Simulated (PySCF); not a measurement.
# C2H7ClOSi: magnetic properties

Computed with PySCF 2.14.0 and routines of our own; the level stands in each step. Atoms count from 0.

## 1. The starting structure

12 atoms, charge 0, multiplicity 1; geometry from: GFN2-xTB.

## 2. Geometry optimisation at PBE0-D3(BJ)/def2-SVP

What the job is given:

```
{"job": {"xc": "PBE0", "basis": "def2-SVP", "d3": "d3bj", "grid": 1, "kind": "geom"}, "charge": 0, "multiplicity": 1}
C      1.667025    -0.336221     0.032709
C      0.407451     0.495742     0.142543
Cl     0.352053     1.649629    -1.246203
Si    -1.229546    -0.504977     0.092996
O     -2.491938     0.506356     0.126142
H      1.656041    -0.928180    -0.879374
H      1.720735    -1.013154     0.882824
H      2.558598     0.289315     0.028289
H      0.463301     1.135312     1.025858
H     -1.205557    -1.309850    -1.125853
H     -1.379359    -1.268747     1.322546
H     -2.517606     1.284088    -0.428505
```

Started as:

```bash
> OMP_NUM_THREADS=1 python excited_run.py task.json out
```

This one command runs all jobs of the session in turn.

**Question.** How long does this first job take on 1 thread of Intel Xeon 6975P-C, shared host, and how much memory does it need?

About 17 s, with a peak of 0.53 GiB.
